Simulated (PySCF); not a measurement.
# MP2/cc-pVDZ run of CH6AlNSi (SMILES [AlH2]/[N]=C\[SiH3])

Aim: a single-point energy of CH6AlNSi. 

Program for the calculation: PySCF 2.14.0.

5 further runs of the same task are left out: 5 set aside as unsound or not needed.

### 1 The molecule

CH6AlNSi: 10 atoms, total charge 0, spin state singlet. As SMILES, `[AlH2]/[N]=C\[SiH3]`. The coordinates come from a PBE0-D4/def2-TZVP relaxation.

Bond lengths: Al1–N2 1.750 Å, N2–C3 1.249 Å, C3–Si4 1.903 Å, Al1–H5 1.579 Å, Al1–H6 1.579 Å, C3–H7 1.107 Å, Si4–H8 1.488 Å, Si4–H9 1.488 Å, Si4–H10 1.483 Å. Some angles: Al1–N2–C3 176.9°, N2–C3–Si4 123.0°, N2–Al1–H5 116.9°, N2–Al1–H6 116.9°, N2–C3–H7 119.8°, Si4–C3–H7 117.2°, C3–Si4–H8 109.4°, C3–Si4–H9 109.4°, C3–Si4–H10 108.7°, H5–Al1–H6 126.1°.

### 2 The energy at MP2/cc-pVDZ

Input file input.py:

```python
# [AlH2][N]=C[SiH3]
from pyscf import gto, mp

mol = gto.M(
    atom='''
Al      -0.801100       2.183500      -0.771800
N       -0.589900       0.458600      -0.561600
C       -0.390900      -0.758900      -0.367900
Si       0.911600      -1.414700       0.854900
H        0.069200       2.879500      -1.890800
H       -1.855500       2.894700       0.164500
H       -0.988000      -1.509200      -0.921900
H        0.242900      -2.252900       1.887000
H        1.886500      -2.271500       0.126600
H        1.598200      -0.260400       1.483900
''',
    max_memory=1860,
    verbose=3,
    spin=0,
    charge=0,
    basis='cc-pvdz',
)

calc0 = mol.RHF()
calc0.conv_tol = 0.001
calc0.kernel()

pt = mp.MP2(calc0, frozen=12).run()
e_final = pt.e_tot
print('E(%s) = %.9f' % ('MP2', e_final))
```

Started as:

```
$ OMP_NUM_THREADS=1 python input.py
```

What values should one expect? Wanted: total energy; dipole moment; HOMO energy; LUMO energy; HOMO–LUMO gap; correlation energy.

Computed results:

At MP2/cc-pVDZ, 12 core orbitals frozen:

```
                                    quantity          value
                                total energy  -627.10151 Eh
        dipole moment (Hartree–Fock density)         1.18 D
         HOMO energy (Hartree–Fock orbitals)       -9.23 eV
         LUMO energy (Hartree–Fock orbitals)        1.97 eV
       HOMO–LUMO gap (Hartree–Fock orbitals)       11.20 eV
correlation energy (12 core orbitals frozen)     -461.1 mEh
```
